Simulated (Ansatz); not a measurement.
**Na3Ca: a listed cell, distorted in several ways**

Aim: see how energy, forces, stress and gap of Na3Ca answer to distortions that keep the symmetry, other functionals. Nothing is relaxed unless a step says so.

Computed with Ansatz 0.2.0 (DFT PBEsol, scalar-relativistic, plane waves, PAW, unless a step's input says otherwise).

### Step 1. The starting structure

It takes space group Pm-3m (No. 221, cubic). Conventional cell: a = 5.355 Å, b = 5.355 Å, c = 5.355 Å, α = 90.00°, β = 90.00°, γ = 90.00°. Na (site symmetry 4/mmm) is surrounded by 8 Na at 3.79 Å and 4 Ca at 3.79 Å. Around Ca (site symmetry m-3m) lie 12 Na at 3.79 Å.

As a file:

```
CELL_PARAMETERS angstrom
5.35463 0.00000 0.00000
0.00000 5.35463 0.00000
0.00000 0.00000 5.35463
ATOMIC_POSITIONS crystal
Na 0.00000 0.50000 0.50000
Na 0.50000 0.00000 0.50000
Na 0.50000 0.50000 0.00000
Ca 0.00000 0.00000 0.00000
```

The structure comes from the Materials Project (structure only).

### Step 2. A distortion that keeps the symmetry

What differs from the listed cell: strain xx, yy, zz, yz, xz, xy = +4.8, +4.8, +4.8, +0.0, +0.0, +0.0 %.

input.yaml

```yaml
crystal:
  lattice:
    - [5.6140576297, 0.0, 0.0]
    - [0.0, 5.6140576297, 0.0]
    - [0.0, 0.0, 5.6140576297]
  atoms:
    - { symbol: Na, position: [0.0, 0.5, 0.5] }
    - { symbol: Na, position: [0.5, 0.0, 0.5] }
    - { symbol: Na, position: [0.5, 0.5, 0.0] }
    - { symbol: Ca, position: [0.0, 0.0, 0.0] }
basis:
  ecutwfc: 420
kpoints:
  mp_grid: { grid: [8, 8, 8] }
hamiltonian:
  xc: pbesol
scf:
  occupations: { method: gaussian, width: 0.1 }
output:
  forces: true
  stress: true
  eigenvalues: true
  populations: true
```

Run with:

```sh
ansatz run input.yaml --threads 1 --pin off --max-ram 1331MiB --backend cpu --events-out ev --progress --plain --runs-dir out
```

### Step 3. Functional and cell changed: r2SCAN

input.yaml

```yaml
crystal:
  lattice:
    - [5.5881947861, 0.0, 0.0]
    - [0.0, 5.5881947861, 0.0]
    - [0.0, 0.0, 5.5881947861]
  atoms:
    - { symbol: Na, position: [0.0, 0.5, 0.5] }
    - { symbol: Na, position: [0.5, 0.0, 0.5] }
    - { symbol: Na, position: [0.5, 0.5, 0.0] }
    - { symbol: Ca, position: [0.0, 0.0, 0.0] }
basis:
  ecutwfc: 500
kpoints:
  mp_grid: { grid: [8, 8, 8] }
hamiltonian:
  xc: r2scan
scf:
  occupations: { method: gaussian, width: 0.1 }
output:
  forces: true
  stress: true
  eigenvalues: true
```

### Step 4. A change within the space group

input.yaml: that of step 3 with these lines changed.

```diff
@@ -2,5 +2,5 @@
   lattice:
-    - [5.5881947861, 0.0, 0.0]
-    - [0.0, 5.5881947861, 0.0]
-    - [0.0, 0.0, 5.5881947861]
+    - [5.5917823855, 0.0, 0.0]
+    - [0.0, 5.5917823855, 0.0]
+    - [0.0, 0.0, 5.5917823855]
   atoms:
@@ -11,3 +11,3 @@
 basis:
-  ecutwfc: 500
+  ecutwfc: 420
 kpoints:
@@ -15,3 +15,3 @@
 hamiltonian:
-  xc: r2scan
+  xc: pbesol
 scf:
```

**Question.** What will these runs give? Wanted: for each run, case; energy; pressure; largest force.

The runs gave:

```
step                                  case  energy (meV/atom)  pressure (GPa)  largest force (eV/Å)  gap on the mesh (eV)
   2  a distortion that keeps the symmetry               +0.0            -1.2                  0.00                  0.00
   3   functional and cell changed: r2SCAN                n/a            -0.9                  0.00                  0.00
   4       a change within the space group               -4.0            -1.2                  0.00                  0.00
```

Energies are counted from step 2, with the smearing taken to zero. Other atoms or functionals have another zero of energy (n/a). A gap of 0.00 means none on the mesh at this level.

In words: The distorted cells of the listed formula and level show no gap on the mesh.
